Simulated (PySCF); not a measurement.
# H6HfO4Si ((OH)3Hf-O-SiH3): the cost of one run

Computed with PySCF 2.14.0 and routines of our own; the level stands in each step. Atoms count from 0.

### Step 1. The system as given

12 atoms, charge 0, multiplicity 1; geometry from: GFN2-xTB.

### Step 2. Geometry optimisation at PBE0-D3(BJ)/def2-SVP

What the job is given:

```
{"job": {"xc": "PBE0", "basis": "def2-SVP", "d3": "d3bj", "grid": 1, "maxiter": 30, "shake": 0.03, "kind": "geom"}, "charge": 0, "multiplicity": 1}
Hf     0.652880     0.570760    -0.166860
O      1.736860    -0.567050    -1.022690
O      1.256490     2.261850    -0.807830
O      0.775370     0.736350     1.679450
O     -1.239040     0.207350    -0.579780
Si    -1.703350    -1.212880    -0.064140
H      2.448930    -0.086190    -1.529420
H      1.608750     2.846460    -0.050950
H      0.041700     0.167400     2.194390
H     -2.562490    -1.091020     1.162250
H     -2.442290    -1.894350    -1.117990
H     -0.458340    -2.021420     0.354560
```

Launch:

```sh
OMP_NUM_THREADS=1 python heavy_run.py task.json out
```

One launch serves the whole session: the jobs run in the order shown.

**Question.** How long does this first job take on 1 thread of Arm Neoverse V2, shared host, and how much memory does it need?

About 3.6 min, with a peak of 0.51 GiB.
